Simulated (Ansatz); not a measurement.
# F₂H₄N₂Si₂: one species, many methods

One table from this session's results is given with a row withheld; the runs are named, their logs left out.

The runs use Ansatz 0.2.0, Gaussian basis; functionals in def2-TZVPP, the program's frozen cores in correlated methods.

The runs, in order: LDA (SPW92), PBE-D4, revPBE-D4, BLYP-D4, r2SCAN-D4, B97M-V, PBE0-D4, B3LYP-D4, r2SCANh-D4, r2SCAN0-D4, HSE06-D4, BHLYP-D4, CAM-B3LYP-D4, LC-ωPBE, ωB97X-V, ωB97M-V, B2PLYP, PBE-QIDH; CCSD(T)/def2-SVP; CCSD(T)/def2-TZVPP; MP2/def2-QZVPP; extrapolation to the limit; RPA on PBE.

### Structure used throughout

All runs share one geometry, relaxed beforehand with PBE0-D4 in a triple-zeta def2 set.

SMILES `F[Si@H]1N[Si@@H](F)N1`, 10 atoms, charge 0, spin multiplicity 1.

Atoms are counted from 1 here; the program's logs count them from 0.

Bond lengths: F1–Si2 1.592 Å, Si2–N3 1.717 Å, Si2–N6 1.718 Å, Si2–H7 1.475 Å, N3–Si4 1.717 Å, N3–H8 1.001 Å, Si4–F5 1.592 Å, Si4–N6 1.718 Å, Si4–H9 1.475 Å, N6–H10 1.001 Å. Angles: F1–Si2–N3 115.4°, F1–Si2–N6 115.5°, F1–Si2–H7 104.1°, N3–Si2–N6 87.3°, N3–Si2–H7 117.4°, N6–Si2–H7 117.4°, Si2–N3–Si4 92.7°, Si2–N3–H8 133.6°, Si4–N3–H8 133.6°, N3–Si4–F5 115.4°, N3–Si4–N6 87.3°, N3–Si4–H9 117.4°, F5–Si4–N6 115.5°, F5–Si4–H9 104.1°, N6–Si4–H9 117.4°, Si2–N6–Si4 92.7°, Si2–N6–H10 133.6°, Si4–N6–H10 133.6°.

As a file:

```csv
atom,x (Å),y (Å),z (Å)
F1,0.4698,-1.1476,-2.2072
Si2,0.7595,-0.6755,-0.7151
N3,-0.4932,-0.9947,0.4156
Si4,-0.7242,0.6734,0.7527
F5,-2.1658,1.2485,0.3999
N6,0.5030,0.9943,-0.4053
H7,2.0971,-1.2221,-0.4191
H8,-0.9075,-1.8347,0.7689
H9,-0.4858,1.1263,2.1360
H10,0.9472,1.8320,-0.7264
```

Set-up of the first run:

The input, in.yaml:

```yaml
crystal:
  periodic: [false, false, false]
  atoms:
    - {symbol: F, position_ang: [0.469797, -1.147622, -2.207203]}
    - {symbol: Si, position_ang: [0.759521, -0.675507, -0.715075]}
    - {symbol: N, position_ang: [-0.493236, -0.994707, 0.415578]}
    - {symbol: Si, position_ang: [-0.724241, 0.673430, 0.752652]}
    - {symbol: F, position_ang: [-2.165807, 1.248536, 0.399922]}
    - {symbol: N, position_ang: [0.503036, 0.994315, -0.405307]}
    - {symbol: H, position_ang: [2.097105, -1.222064, -0.419068]}
    - {symbol: H, position_ang: [-0.907524, -1.834655, 0.768935]}
    - {symbol: H, position_ang: [-0.485848, 1.126257, 2.135979]}
    - {symbol: H, position_ang: [0.947187, 1.832008, -0.726412]}
basis:
  gaussian: {orbitals: def2-TZVPP}
hamiltonian: {xc: lda}
output: {orbitals: {seedname: orbitals}}
```

Run with:

```
$ ansatz run in.yaml --threads 4 --pin off --events-out ev --progress --plain --max-ram 10444MiB
```

Among the steps run: LDA; PBE-D4 (GGA); revPBE-D4 (GGA); BLYP-D4 (GGA); r2SCAN-D4 (meta-GGA); B97M-V (meta-GGA); PBE0-D4 (hybrid); B3LYP-D4 (hybrid); r2SCANh-D4 (hybrid); r2SCAN0-D4 (hybrid); HSE06-D4 (hybrid); BHLYP-D4 (hybrid); CAM-B3LYP-D4 (range-separated); LC-ωPBE (range-separated); ωB97X-V (range-separated); ωB97M-V (range-separated); B2PLYP (double hybrid); PBE-QIDH (double hybrid).

One table of the session follows, with a row left open; its other results are not shown here.

It belongs to the step «Orbital energies across the functionals». 

| functional | HOMO (eV) | LUMO (eV) | gap (eV) |
| --- | --- | --- | --- |
| LDA (SPW92) | -6.54 | -0.76 | 5.79 |
| PBE-D4 | -6.34 | -0.51 | 5.84 |
| revPBE-D4 | -6.27 | -0.40 | 5.87 |
| BLYP-D4 | -6.19 | -0.41 | 5.78 |
| r2SCAN-D4 | -6.65 | -0.05 | 6.60 |
| B97M-V | -6.75 | -0.28 | 6.47 |
| PBE0-D4 | -7.78 | 0.33 | 8.10 |
| B3LYP-D4 | -7.50 | 0.08 | 7.58 |
| r2SCANh-D4 | -7.19 | 0.22 | 7.41 |
| r2SCAN0-D4 | -8.00 | 0.62 | 8.62 |
| HSE06-D4 | -7.37 | -0.04 | 7.33 |
| BHLYP-D4 | ? | ? | ? |
| CAM-B3LYP-D4 | -9.19 | 1.22 | 10.40 |
| LC-ωPBE | -10.63 | 2.43 | 13.06 |
| ωB97X-V | -10.23 | 2.27 | 12.50 |
| ωB97M-V | -10.14 | 1.86 | 11.99 |

Q: Estimate the row for BHLYP-D4 from the others.

Worked estimate for «HOMO (eV)». Against the share of exact exchange, BLYP-D4 (0, -6.19), B3LYP-D4 (0.2, -7.50) give a slope of -6.55 per unit share; at 0.5 the line stands at -9.46.

**Answer.** HOMO (eV): -9.09; LUMO (eV): 1.08; gap (eV): 10.17. In «HOMO (eV)» the line misses by -0.37.
